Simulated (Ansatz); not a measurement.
# CH8GeSi2: up Jacob's ladder to CCSD(T)

How much do the methods differ for CH8GeSi2? The plan is to run it at one geometry with functionals of several rungs and with coupled cluster, and see how far each lands from CCSD(T) at the basis-set limit for the atomisation energy.

Method: functionals in def2-TZVPP, the program's frozen cores in correlated methods; program: Ansatz 0.2.0, Gaussian basis.

Levels to be run: LDA (SPW92), PBE-D4, revPBE-D4, BLYP-D4, r2SCAN-D4, B97M-V, PBE0-D4, B3LYP-D4, r2SCANh-D4, r2SCAN0-D4, HSE06-D4, BHLYP-D4, CAM-B3LYP-D4, LC-ωPBE, ωB97X-V, ωB97M-V, B2PLYP, PBE-QIDH; CCSD(T)/def2-SVP; CCSD(T)/def2-TZVPP; MP2/def2-QZVPP; extrapolation to the limit; RPA on PBE.

## Step 1: The relaxed structure

The geometry comes from an earlier relaxation with PBE0-D4 in a triple-zeta def2 set; it is a stationary point, not always the lowest conformer.

SMILES `[SiH3][GeH]1[CH2][SiH2]1`, 12 atoms, charge 0, spin multiplicity 1.

Atoms are counted from 1 here; the program's logs count them from 0.

Bond lengths: Si1–Ge2 2.356 Å, Si1–H5 1.486 Å, Si1–H6 1.487 Å, Si1–H7 1.487 Å, Ge2–C3 2.021 Å, Ge2–Si4 2.305 Å, Ge2–H8 1.533 Å, C3–Si4 1.873 Å, C3–H9 1.087 Å, C3–H10 1.087 Å, Si4–H11 1.482 Å, Si4–H12 1.482 Å. Angles: Ge2–Si1–H5 110.9°, Ge2–Si1–H6 111.7°, Ge2–Si1–H7 107.3°, H5–Si1–H6 108.8°, H5–Si1–H7 109.2°, H6–Si1–H7 109.0°, Si1–Ge2–C3 114.0°, Si1–Ge2–Si4 121.4°, Si1–Ge2–H8 118.6°, C3–Ge2–Si4 50.8°, C3–Ge2–H8 112.2°, Si4–Ge2–H8 118.7°, Ge2–C3–Si4 72.5°, Ge2–C3–H9 115.6°, Ge2–C3–H10 115.1°, Si4–C3–H9 118.2°, Si4–C3–H10 118.2°, H9–C3–H10 111.9° and more.

## Step 2: LDA

This LDA is Slater exchange with PW92 correlation.

File in.yaml:

```yaml
crystal:
  periodic: [false, false, false]
  atoms:
    - {symbol: Si, position_ang: [-1.854356, 1.101075, 0.606607]}
    - {symbol: Ge, position_ang: [0.283068, 0.775251, -0.329795]}
    - {symbol: C, position_ang: [1.341534, -0.711832, 0.538216]}
    - {symbol: Si, position_ang: [0.916168, -1.263258, -1.200037]}
    - {symbol: H, position_ang: [-2.751380, 1.800987, -0.349296]}
    - {symbol: H, position_ang: [-1.787964, 1.890002, 1.865904]}
    - {symbol: H, position_ang: [-2.413764, -0.243157, 0.907636]}
    - {symbol: H, position_ang: [1.148264, 2.004384, -0.630514]}
    - {symbol: H, position_ang: [0.853104, -1.211831, 1.370291]}
    - {symbol: H, position_ang: [2.377693, -0.471416, 0.760711]}
    - {symbol: H, position_ang: [-0.068848, -2.361776, -1.337678]}
    - {symbol: H, position_ang: [2.033581, -1.363628, -2.168043]}
basis:
  gaussian: {orbitals: def2-TZVPP}
hamiltonian: {xc: lda}
output: {orbitals: {seedname: orbitals}}
```

Run with:

```bash
$ ansatz run in.yaml --threads 4 --pin off --events-out ev --progress --plain --max-ram 10444MiB
```

Further steps of the session: PBE-D4 (GGA); revPBE-D4 (GGA); BLYP-D4 (GGA); r2SCAN-D4 (meta-GGA); B97M-V (meta-GGA); PBE0-D4 (hybrid); B3LYP-D4 (hybrid); r2SCANh-D4 (hybrid); r2SCAN0-D4 (hybrid); HSE06-D4 (hybrid); BHLYP-D4 (hybrid); CAM-B3LYP-D4 (range-separated); LC-ωPBE (range-separated); ωB97X-V (range-separated); ωB97M-V (range-separated); B2PLYP (double hybrid); PBE-QIDH (double hybrid); CCSD(T) in def2-SVP; CCSD(T) in def2-TZVPP; MP2 in def2-QZVPP; RPA on PBE orbitals.

Before running them: what should the planned runs give, taken together? Wanted: atomisation energy, CCSD(T)/CBS; farthest beyond LDA; mean size of error, GGA; mean size of error, meta-GGA; mean size of error, hybrid; mean size of error, range-separated; mean size of error, double hybrid; gap, smallest and largest; T1 diagnostic.

The runs gave:

| quantity | value |
| --- | --- |
| atomisation energy, CCSD(T)/CBS | 879.0 kcal/mol |
| functionals within 8.8 kcal/mol (1.0 %) | PBE-D4, r2SCAN-D4, B97M-V, PBE0-D4, B3LYP-D4, r2SCANh-D4, r2SCAN0-D4, HSE06-D4, CAM-B3LYP-D4, ωB97X-V, ωB97M-V |
| farthest beyond LDA | revPBE-D4 (-20.2 kcal/mol) |
| mean size of error, GGA | 14.2 kcal/mol |
| mean size of error, meta-GGA | 2.4 kcal/mol |
| mean size of error, hybrid | 8.5 kcal/mol |
| mean size of error, range-separated | 6.9 kcal/mol |
| mean size of error, double hybrid | 13.6 kcal/mol |
| gap, smallest and largest | 4.20 eV (LDA (SPW92)), 10.50 eV (LC-ωPBE) |
| T1 diagnostic | 0.0123 |
| triples share of the correlation energy | 3.9 % |

In words: The LDA atomisation energy is off by 100.1 kcal/mol (11 %): it overbinds. PBE-D4 is off by -5.3 kcal/mol. Double hybrids carry the basis error of their MP2 part in triple zeta, and no dispersion term here, so their miss is partly the set-up's. The rungs meta-GGA, range-separated, hybrid miss on average by less than the doubt on the reference (8.8 kcal/mol), so they tie. Misses under about 8.8 kcal/mol are within the doubt on the reference itself, which lacks core-valence correlation, relativity and higher excitations, and its outer-core shells are covered unevenly. Hartree-Fock recovers 74 % of the binding; the rest is correlation. CCSD(T) in def2-SVP is off by -59.6 kcal/mol, so the small basis spoils what the method gains. The gap grows from 4.2 to 10.5 eV across the functionals, mostly with the share of exact exchange. Correlated methods include outer-core shells of Ge, which these sets cover unevenly.
